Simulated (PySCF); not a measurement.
# C9H10: the cost of one run

Computed with PySCF 2.14.0 and routines of our own; the level stands in each step. Atoms count from 0.

## Step 1: The system as given

19 atoms, charge -1, multiplicity 2; geometry from: GFN2-xTB.

## Step 2: Open-shell or spin-flip excitations: unrestricted TDA B3LYP/def2-SVP in chloroform

What the job is given:

```
{"job": {"kind": "uabs", "xc": "B3LYP", "basis": "def2-SVP", "nstates": 10, "tda": true, "solvent": "chloroform", "pol": false}, "charge": -1, "multiplicity": 2}
C      3.465910    -1.419555    -0.573625
C      2.545736    -0.636985    -0.364709
C      1.653688     0.423593    -0.392197
C      1.703512     1.455689     0.528277
C      0.513382     0.317378    -1.381192
C     -0.420047    -0.692640    -0.791671
C     -1.550485    -0.382901    -0.136746
C     -2.586176    -0.776038     0.823888
C     -2.446937     0.662805     0.356611
H      3.990844    -2.319647    -0.386055
H      2.388943     1.434989     1.361903
H      1.001167     2.273205     0.487696
H      0.013029     1.283705    -1.486450
H      0.874607    -0.009167    -2.367310
H     -0.072859    -1.719130    -0.788115
H     -3.453796    -1.342522     0.487152
H     -2.319148    -1.007331     1.853955
H     -2.086251     1.400578     1.069255
H     -3.224923     1.063226    -0.292965
```

With the program's defaults for keys left out, this is: unrestricted TDA B3LYP/def2-SVP, vertical, IEF-PCM chloroform (non-equilibrium linear response), core orbitals frozen in the response.

Launch:

```sh
$ OMP_NUM_THREADS=1 python excited_run.py task.json out
```

This one command runs all jobs of the session in turn.

Q: Estimate the wall time and peak memory of this first job on 1 thread of Intel Xeon at 2.50GHz, shared host.

About 2.4 min, with a peak of 0.93 GiB.
